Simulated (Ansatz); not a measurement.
# NiO (Fm-3m): equation of state

One table from this session's results is given with a row withheld; the runs are named, their logs left out.

Computed with Ansatz 0.2.0 (DFT PBE, scalar-relativistic, plane waves, PAW, unless a step's input says otherwise).

Spin polarisation is switched off on purpose; where the compound carries moments, volume, stiffness and gap are then not the real material's.

### The starting structure

Symmetry: Fm-3m, No. 225, cubic system. The conventional cell has a = 4.159 Å, b = 4.159 Å, c = 4.159 Å, α = 90.00°, β = 90.00°, γ = 90.00°. Around Ni (site symmetry m-3m) lie 6 O at 2.08 Å. Around O (site symmetry m-3m) lie 6 Ni at 2.08 Å.

Structure file:

```
CELL_PARAMETERS angstrom
1.47052 0.84900 2.40133
-1.47052 0.84900 2.40133
0.00000 -1.69801 2.40133
ATOMIC_POSITIONS crystal
Ni 0.00000 0.00000 0.00000
O 0.50000 0.50000 0.50000
```

This cell comes from an earlier session at PBE: 8.994 Å³/atom at 0.00 GPa, on a 14×14×14 mesh.

Volume factors to run: 0.980, 1.020, 0.960, 1.040.

The first run:

input.yaml

```yaml
crystal:
  lattice:
    - [1.4606491166, 0.8433061606, 2.3852168942]
    - [-1.4606491166, 0.8433061606, 2.3852168942]
    - [0.0, -1.6866123213, 2.3852168942]
  atoms:
    - { symbol: Ni, position: [1.0, 0.0, 0.0] }
    - { symbol: O, position: [0.5, 0.5, 0.5] }
basis:
  ecutwfc: 420
  ecutrho_ratio: 4
kpoints:
  mp_grid: { grid: [14, 14, 14] }
hamiltonian:
  xc: pbe
scf:
  occupations: { method: gaussian, width: 0.05 }
output:
  forces: true
  stress: true
  eigenvalues: true
relax:
  f_tol: 0.01
  max_steps: 40
  cell: { stress_tol: 0.1, fix: [volume] }
```

On the command line:

```console
$ ansatz run input.yaml --threads 1 --pin off --max-ram 2560MiB --backend cpu --events-out ev --progress --plain --runs-dir out
```

Among the steps run: Scaling the volume by 0.980; Scaling the volume by 1.020; Scaling the volume by 0.960; Volume × 1.040.

One of the session's tables, all rows but one given; the rest of the session is left out.

```
volume (Å³/atom)  energy (meV/atom)  pressure (GPa)
           8.634               9.96            9.21
           8.814               2.39            4.35
           8.994               0.00            0.00
           9.174                  ?               ?
           9.354               8.58           -7.37
```

Estimate the missing values for volume (Å³/atom) = 9.174.

Worked estimate for «energy (meV/atom)». A straight line through the neighbours (8.994, 0.00) and (9.354, 8.58) gives 0.00 + (8.58 − 0.00) × (9.174 − 8.994) / (9.354 − 8.994) = 4.29; a parabola fitted to 3 rows on both sides gives 2.06.

As computed: energy (meV/atom): 2.24; pressure (GPa): -3.89. In «energy (meV/atom)» the line misses by +2.05 and the parabola by -0.18.

volume (Å³/atom), energy (meV/atom) and a bar:
```
     8.63       10.0 ##############################
     8.81        2.4 #######
     8.99        0.0 
     9.17        2.2 #######
     9.35        8.6 ##########################
```

Caveats from the session: Warnings in the runs' records: near symmetry operations not taken.
